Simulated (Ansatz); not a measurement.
**MgHSe (doublet): wave-function methods side by side at a displaced geometry (v1), cc-pVDZ**

One table from this session's results is given with a row withheld; the runs are named, their logs left out.

Computed with Ansatz 0.2.0, Gaussian basis. Level: cc-pVDZ, core rule «outside noble gas», up to 19 orbitals frozen.

The runs, in order: UHF; CCSD(T) on ROHF; CCSD(T) on UHF; BCCD(T) on ROHF; CISD as a restricted active space (open shells left free, so some higher excitations enter); CCSDT(Q) on ROHF; CCSDT(Q) on UHF.

34 further runs of the same task are left out: 14 for a known fault of the program, 7 that didn't finish, 13 set aside as unsound or not needed. Runs told in other sessions of the task aren't counted.

## The system

The geometry is a PBE0/def2-TZVP stationary point (not a proven minimum) with its atoms shifted at random (size 0.040 Å). No spin-orbit coupling is included. The filled d shell of Se may be among the frozen orbitals whatever the setting's name suggests.

3 atoms, charge 0, spin multiplicity 2.

Atoms are counted from 1 here; the program's logs count them from 0.

Bond lengths: Se1–Mg2 2.445 Å, Mg2–H3 1.739 Å. Angles: Se1–Mg2–H3 177.2°.

Set-up of the first run:

Input file in.yaml:

```yaml
crystal:
  periodic: [false, false, false]
  atoms:
    - {symbol: Se, position_ang: [-0.015433, -0.009008, 2.209240]}
    - {symbol: Mg, position_ang: [-0.016266, -0.025151, -0.236013]}
    - {symbol: H, position_ang: [0.031698, 0.034159, -1.973227]}
basis:
  gaussian: {orbitals: cc-pVDZ}
magnetization: {spin_polarized: true, initial_magnetization: 1}
hamiltonian: {xc: hf}
output: {orbitals: {seedname: orbitals}}
```

Command:

```bash
ansatz run in.yaml --threads 1 --pin off --events-out ev --progress --plain --max-ram 2393MiB
```

Steps of the session up to this table: UHF; CCSD(T) on ROHF; CCSD(T) on UHF; BCCD(T) on ROHF; CISD as a restricted active space (open shells left free, so some higher excitations enter); CCSDT(Q) on ROHF; CCSDT(Q) on UHF.

One of the session's tables, all rows but one given; the rest of the session is left out.

It belongs to the step «Misses and costs». 

| method | from UCCSDT(Q) (kcal/mol) |
| --- | --- |
| ROHF | +95.54 |
| UHF | +93.50 |
| RMP2 | +16.95 |
| UMP2 | ? |
| CISD | +7.55 |
| RCCSD | +2.25 |
| UCCSD | +2.16 |
| RCCSD(T) | +0.53 |
| UCCSD(T) | +0.48 |
| BCCD(T) | +0.53 |
| RCCSDT | +0.19 |
| UCCSDT | +0.14 |
| RCCSDT(Q) | +0.06 |
| UCCSDT(Q) | 0 |

Q: Estimate the row for UMP2 from the others.

As computed: from UCCSDT(Q) (kcal/mol): +17.19. In the column «from UCCSDT(Q) (kcal/mol)» it lies between RMP2 (+16.95) and UHF (+93.50).

Limits of these values: Restricted and unrestricted rows rest on different reference determinants; a gap between their highest levels can come from leftover correlation error, from unlike frozen cores or from another state.
